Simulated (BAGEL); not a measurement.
**SiCl3F (trichlorofluorosilane): B3LYP/6-31G(d) (density fitting with cc-pvqz-jkfit, spherical functions)**

Aim: the energy change on altering one bond length of SiCl3F (trichlorofluorosilane) at B3LYP/6-31G* (density fitting with cc-pvqz-jkfit, spherical functions), from 2 runs. 

The calculation is run with BAGEL 1.2.2.

1 further run of the same task is left out (set aside as unsound or not needed).

## 1. Starting point

SiCl3F: 5 atoms, total charge 0, spin state singlet. SMILES: `F[Si](Cl)(Cl)Cl`. The coordinates come from a PBE0-D4/def2-TZVP relaxation.

Bond lengths: F1–Si2 1.575 Å, Si2–Cl3 2.014 Å, Si2–Cl4 2.014 Å, Si2–Cl5 2.014 Å. Angles: F1–Si2–Cl3 108.4°, F1–Si2–Cl4 108.4°, F1–Si2–Cl5 108.4°, Cl3–Si2–Cl4 110.6°, Cl3–Si2–Cl5 110.6°, Cl4–Si2–Cl5 110.6°.

## 2. A single-point energy at B3LYP/6-31G(d) (density fitting with cc-pvqz-jkfit, spherical functions)

Contents of input.json:

```json
{ "bagel": [

{
  "title": "molecule",
  "basis": "6-31gs.json",
  "df_basis": "cc-pvqz-jkfit",
  "angstrom": true,
  "geometry": [
    { "atom": "F", "xyz": [    0.865040,   -0.916770,    1.050170 ] },
    { "atom": "Si", "xyz": [    0.034630,   -0.036690,    0.042040 ] },
    { "atom": "Cl", "xyz": [   -1.606480,    0.640470,    0.993830 ] },
    { "atom": "Cl", "xyz": [   -0.482630,   -1.187850,   -1.527970 ] },
    { "atom": "Cl", "xyz": [    1.189430,    1.500840,   -0.558060 ] }
  ]
},
{ "title": "ks", "xc_func": "b3lyp" },
{ "title": "print", "file": "orbitals.molden", "orbitals": true }

]}
```

The basis set 6-31G* is read from a file made from the Basis Set Exchange's data (not shown).

On the command line:

```bash
$ BAGEL_NUM_THREADS=1 BAGEL input.json > input.out
```

What it wrote:

```text
* using 1 threads per process

  ===============================================================
  ===============================================================

  *** Geometry ***

  { "atom" : "F", "xyz" : [      1.634689,     -1.732444,      1.984534 ] },
  { "atom" : "Si", "xyz" : [      0.065441,     -0.069334,      0.079444 ] },
  { "atom" : "Cl", "xyz" : [     -3.035807,      1.210313,      1.878067 ] },
  { "atom" : "Cl", "xyz" : [     -0.912039,     -2.244711,     -2.887445 ] },
  { "atom" : "Cl", "xyz" : [      2.247697,      2.836177,     -1.054581 ] },

  Number of auxiliary basis functions:      698

  Since a DF basis is specified, we compute 2- and 3-index integrals:
    o Being stored without compression. Storage requirement is 0.041 GB

  Number of basis functions:       86
  Number of electrons      :       74

    * METHOD: MOLECULE                             0.39

  *** Kohn-Sham DFT ***

    * Removing 9560 points whose weight is below 1.00e-10
    * Grid points: 64970

  === Nuclear Repulsion ===
   451.5872189602

       - DIIS with orbital gradients will be used.

  === KS iteration (b3lyp / 6-31gs.json) ===
      0      -1741.06403271          0.15011104           0.32
      1      -1748.52203263          0.13829009           0.30
      2      -1728.51099963          0.14982401           0.30
      3      -1767.62789169          0.04330646           0.30
      4      -1769.85355024          0.01578027           0.30
      5      -1770.00946591          0.01387407           0.30
      6      -1770.10756133          0.00362313           0.30
      7      -1770.11943580          0.00045014           0.30
      8      -1770.11955186          0.00008412           0.30
      9      -1770.11955896          0.00000573           0.30
     10      -1770.11955897          0.00000213           0.29
     11      -1770.11955897          0.00000204           0.29
     12      -1770.11955898          0.00000033           0.30
     13      -1770.11955898          0.00000015           0.29
     14      -1770.11955898          0.00000001           0.29
     15      -1770.11955898          0.00000001           0.29
    * SCF iteration converged.

    * Permanent dipole moment:
           (    0.057694,    -0.061186,     0.070046) a.u.

    * METHOD: KS                                   5.01

    * METHOD: PRINT                                0.01

  ===============================================================
```

Run time: 5.7 s. Hardware: 1 thread of Intel Xeon 6975P-C (Granite Rapids), shared host; peak memory 0.35 GiB.

## 3. The distorted shape, same level

Contents of input.json:

```json
{ "bagel": [

{
  "title": "molecule",
  "basis": "6-31gs.json",
  "df_basis": "cc-pvqz-jkfit",
  "angstrom": true,
  "geometry": [
    { "atom": "F", "xyz": [    1.485752,    0.464623,    2.934183 ] },
    { "atom": "Si", "xyz": [    0.655342,    1.344703,    1.926053 ] },
    { "atom": "Cl", "xyz": [   -0.985768,    2.021863,    2.877843 ] },
    { "atom": "Cl", "xyz": [   -0.482630,   -1.187850,   -1.527970 ] },
    { "atom": "Cl", "xyz": [    1.810142,    2.882233,    1.325953 ] }
  ]
},
{
  "title": "ks",
  "xc_func": "b3lyp"
},
{
  "title": "print",
  "file": "orbitals.molden",
  "orbitals": true
}

]}
```

The basis set 6-31G* is read from a file made from the Basis Set Exchange's data (not shown).

On the command line:

```bash
$ BAGEL_NUM_THREADS=1 BAGEL input.json > input.out
```

What it wrote:

```text
* using 1 threads per process

  ===============================================================
  ===============================================================

  *** Geometry ***

  { "atom" : "F", "xyz" : [      2.807664,      0.878010,      5.544802 ] },
  { "atom" : "Si", "xyz" : [      1.238417,      2.541120,      3.639713 ] },
  { "atom" : "Cl", "xyz" : [     -1.862832,      3.820767,      5.438335 ] },
  { "atom" : "Cl", "xyz" : [     -0.912039,     -2.244711,     -2.887445 ] },
  { "atom" : "Cl", "xyz" : [      3.420673,      5.446631,      2.505688 ] },

  Number of auxiliary basis functions:      698

  Since a DF basis is specified, we compute 2- and 3-index integrals:
    o Being stored without compression. Storage requirement is 0.041 GB

  Number of basis functions:       86
  Number of electrons      :       74

    * METHOD: MOLECULE                             0.38

  *** Kohn-Sham DFT ***

    * Removing 7774 points whose weight is below 1.00e-10
    * Grid points: 66756

  === Nuclear Repulsion ===
   369.0026546134

       - DIIS with orbital gradients will be used.

  === KS iteration (b3lyp / 6-31gs.json) ===
      0      -1725.34666135          0.14166677           0.33
      1      -1634.05325535          0.07619835           0.29
      2      -1527.74610595          0.17384993           0.29
      3      -1739.74442205          0.10006620           0.30
      4      -1743.08764381          0.09282924           0.30
      5      -1743.62395622          0.09144853           0.29
      6      -1743.67303738          0.09056461           0.29
      7      -1637.83485038          0.08095632           0.30
      8      -1746.35144329          0.08110516           0.30
      9      -1747.92767078          0.07383131           0.29
     10      -1749.66051991          0.06670495           0.30
     11      -1759.88088832          0.04825648           0.30
     12      -1760.96827616          0.03937026           0.30
     13      -1653.36277661          0.08007146           0.30
     14      -1769.56808425          0.01981017           0.30
     15      -1760.44649815          0.03803033           0.30
     16      -1761.71057274          0.03419909           0.30
     17      -1761.76395130          0.03244733           0.30
     18      -1769.34884416          0.01138417           0.30
     19      -1769.59381173          0.01123547           0.30
     20      -1769.77060231          0.00787170           0.30
     21      -1769.79608459          0.00556124           0.30
     22      -1769.40805435          0.00826956           0.30
     23      -1769.93510895          0.00096470           0.30
     24      -1769.93498573          0.00095670           0.30
     25      -1769.92394101          0.00243619           0.29
     26      -1769.93682194          0.00026661           0.30
     27      -1769.93684226          0.00034042           0.30
     28      -1769.93696973          0.00031062           0.30
     29      -1769.93707417          0.00025255           0.30
     30      -1769.93722362          0.00012225           0.29
     31      -1769.93725327          0.00003581           0.30
     32      -1769.93725436          0.00002763           0.30
     33      -1769.93725612          0.00000185           0.30
     34      -1769.93725614          0.00000034           0.30
     35      -1769.93725614          0.00000033           0.29
     36      -1769.93725614          0.00000025           0.30
     37      -1769.93725614          0.00000013           0.30
     38      -1769.93725614          0.00000005           0.29
     39      -1769.93725614          0.00000006           0.29
     40      -1769.93725614          0.00000001           0.30
     41      -1769.93725614          0.00000002           0.30
     42      -1769.93725614          0.00000000           0.29
    * SCF iteration converged.

    * Permanent dipole moment:
           (   -0.555159,    -1.656072,    -1.918222) a.u.

    * METHOD: KS                                  13.09

    * METHOD: PRINT                                0.01

  ===============================================================
```

Wall time 14 s (1 thread of Intel Xeon 6975P-C (Granite Rapids), shared host); peak memory 0.36 GiB.

## 4. What came out

Level: B3LYP/6-31G* (density fitting with cc-pvqz-jkfit, spherical functions).

| quantity | value |
| --- | --- |
| first shape: total energy | -1770.11956 Eh |
| first shape: dipole moment | 0.28 D |
| first shape: HOMO energy | -9.35 eV |
| first shape: LUMO energy | -0.61 eV |
| first shape: HOMO–LUMO gap | 8.74 eV |
| distorted shape: total energy | -1769.93726 Eh |
| distorted shape: dipole moment | 6.59 D |
| distorted shape: HOMO energy | -7.25 eV |
| distorted shape: LUMO energy | -6.24 eV |
| distorted shape: HOMO–LUMO gap | 1.00 eV |
| energy change with the Si2–Cl4 bond stretched from 2.014 to 4.432 Å | 4.961 eV |

In words: One bond (distorted shape) is far stretched, which a spin-restricted single reference describes badly; a broken-symmetry solution may lie lower. With the Si2–Cl4 bond stretched from 2.014 to 4.432 Å the energy rises by 4.96 eV (114 kcal/mol). The first shape isn't relaxed at this level, so the change isn't measured from a minimum. A restricted reference can't describe the breaking bond well at this length.
